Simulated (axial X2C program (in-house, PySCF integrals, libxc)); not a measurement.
**A two-component session on TaCl⁺: properties at the nuclei**

Aim: properties at the nuclei of TaCl⁺, with spin–orbit coupling in the Hamiltonian from the start.

Program: an in-house X2C program for linear molecules on PySCF integrals. Level of theory: two-component X2C with atomic mean-field terms, Ta dyall-cv3z, Cl dyall-av3z. These are calculated values, not measurements.

### Step 1. Input

task.json

```json
{"zs": [73, 17], "q": 1, "bas": ["dyall-cv3z", "dyall-av3z"], "r0": 2.45, "levels": ["PBE0", "HF", "BP86", "LDA", "BHandHLYP"], "nst": 3}
```

Keys: zs atomic numbers; q charge; bas basis sets; r0 starting distance in Å; levels methods (HF also brings MP2); nst determinants followed.

Command:

```bash
$ python soeom.py task.json out
```

Nuclei are Gaussian, cores are contracted, and the Gaunt term is on.

### Step 2. Expectation values, lowest determinant

R = 2.199 Å. State: Ω = 3/2 (excess of +ω over −ω: ω = 1/2, ω = -3/2, ω = 5/2).

Output of the PBE0 run:

```text
two-component X2C + atomic mean field  PBE0
basis functions 247  fitting functions 1213  grid points 5080
iter        total energy     max residual
   1     -16064.698429082     7.15e-06
   2     -16064.698429084     1.29e-05
   3     -16064.698429086     2.31e-06
converged
one-electron -22609.90462765  Coulomb 6608.59343982  exact exchange -85.74507048  xc functional -262.85921329  nuclear repulsion 298.63979934  atomic mean-field constant -13.42275683
```

The highest occupied spinor is 99% Ta d.

```tsv
level	Eeff magnitude (GV/cm)	Ws magnitude Ta (kHz)	A∥/gI Ta (MHz)	qzz Ta (a.u.)	A∥/gI Cl (MHz)	qzz Cl (a.u.)
PBE0	10.4	5.95	3470	2.94	10.1	0.64
HF	5.25	2.56	3000	0.93	-12.6	0.61
BP86	13.6	7.97	3680	3.62	18.1	0.58
LDA	14.8	8.71	3790	3.84	18.1	0.58
BHandHLYP	8.15	4.38	3380	2.34	3.26	0.69
```

Eeff is the effective electric field on the electron dipole moment in this Ω state and Ws the scalar–pseudoscalar constant (defined with the proton number Z and per Ω); A∥ is the parallel hyperfine constant, which follows by multiplying with the nuclear g factor gI = μI/(I μN); qzz is the electric field gradient, eQq0 = 234.96 MHz × Q/barn × qzz. The operators were transformed with the bare-nucleus X2C matrices.

### Step 3. Expectation values, a higher determinant

R = 2.199 Å. State: Ω = 3/2 (excess of +ω over −ω: ω = 3/2), 0.14 eV above the lowest in the PBE0 search for states (made at or near this distance, with looser thresholds).

Output of the PBE0 run:

```text
two-component X2C + atomic mean field  PBE0
basis functions 247  fitting functions 1213  grid points 5080
iter        total energy     max residual
   1     -16064.693129819     1.95e-06
   2     -16064.693129819     2.51e-06
converged
one-electron -22609.29951495  Coulomb 6607.97165629  exact exchange -85.74149048  xc functional -262.84082319  nuclear repulsion 298.63979934  atomic mean-field constant -13.42275683
```

The highest occupied spinor is 69% Ta d, 17% Cl p, 6% Ta p.

```tsv
level	Eeff magnitude (GV/cm)	Ws magnitude Ta (kHz)	A∥/gI Ta (MHz)	qzz Ta (a.u.)	A∥/gI Cl (MHz)	qzz Cl (a.u.)
PBE0	18.3	11.8	-2940	-3.15	74.1	0.84
HF	15.4	9.88	-2760	-4.40	54.7	0.73
BP86	20.7	13.3	-3040	-2.68	81.1	0.80
LDA	24.1	15.5	-2860	-2.34	82.5	0.81
BHandHLYP	25.1	16.3	-2790	-3.43	56.1	0.82
```

### Step 4. Expectation values, a higher determinant

R = 2.199 Å. State: Ω = 1/2 (excess of +ω over −ω: ω = 1/2), 0.49 eV above the lowest in the PBE0 search for states (made at or near this distance, with looser thresholds).

Output of the PBE0 run:

```text
two-component X2C + atomic mean field  PBE0
basis functions 247  fitting functions 1213  grid points 5080
iter        total energy     max residual
   1     -16064.680502498     9.05e-06
   2     -16064.680502506     5.78e-06
   3     -16064.680502508     5.12e-06
   4     -16064.680502511     3.09e-06
   5     -16064.680502512     2.36e-06
converged
one-electron -22609.29610598  Coulomb 6607.97379925  exact exchange -85.73678915  xc functional -262.83844914  nuclear repulsion 298.63979934  atomic mean-field constant -13.42275683
```

The highest occupied spinor is 72% Ta d, 15% Cl p, 5% Ta p.

```tsv
level	Eeff magnitude (GV/cm)	Ws magnitude Ta (kHz)	A∥/gI Ta (MHz)	qzz Ta (a.u.)	A∥/gI Cl (MHz)	qzz Cl (a.u.)
PBE0	13	26.8	11500	-2.56	238	0.84
HF	14.3	29.8	10500	-3.70	153	0.74
BP86	14.5	29.3	11900	-2.22	264	0.81
LDA	14	28.6	12200	-1.83	252	0.82
BHandHLYP	13.4	28.5	11800	-1.79	174	0.81
```

### Step 5. Outcome

| quantity | value |
| --- | --- |
| lowest determinant | Ω = 3/2 (excess of +ω over −ω: ω = 1/2, ω = -3/2, ω = 5/2) |
| Eeff magnitude (GV/cm), PBE0 | 10.4 |
| Ws magnitude Ta (kHz), PBE0 | 5.95 |
| A∥/gI Ta (MHz), PBE0 | 3470 |
| qzz Ta (a.u.), PBE0 | 2.94 |
| higher determinant | Ω = 3/2 (excess of +ω over −ω: ω = 3/2) |
| Eeff magnitude (GV/cm), PBE0, higher determinant | 18.3 |
| Ws magnitude Ta (kHz), PBE0, higher determinant | 11.8 |
| A∥/gI Ta (MHz), PBE0, higher determinant | -2940 |
| qzz Ta (a.u.), PBE0, higher determinant | -3.15 |
| higher determinant | Ω = 1/2 (excess of +ω over −ω: ω = 1/2) |
| Eeff magnitude (GV/cm), PBE0, higher determinant | 13 |
| Ws magnitude Ta (kHz), PBE0, higher determinant | 26.8 |
| A∥/gI Ta (MHz), PBE0, higher determinant | 11500 |
| qzz Ta (a.u.), PBE0, higher determinant | -2.56 |

In words: In the first state, the effective field runs from 5.25 to 14.8 GV/cm over the mean-field levels, so the levels don't agree on it. The expectation values come from single determinants, which for open shells can mix terms of unlike spin or miss the lowest Ω, so a determinant need not be a state. Eeff is the effective electric field on the electron dipole moment in this Ω state and Ws the scalar–pseudoscalar constant (defined with the proton number Z and per Ω); A∥ is the parallel hyperfine constant, which follows by multiplying with the nuclear g factor gI = μI/(I μN); qzz is the electric field gradient, eQq0 = 234.96 MHz × Q/barn × qzz. The operators were transformed with the bare-nucleus X2C matrices.
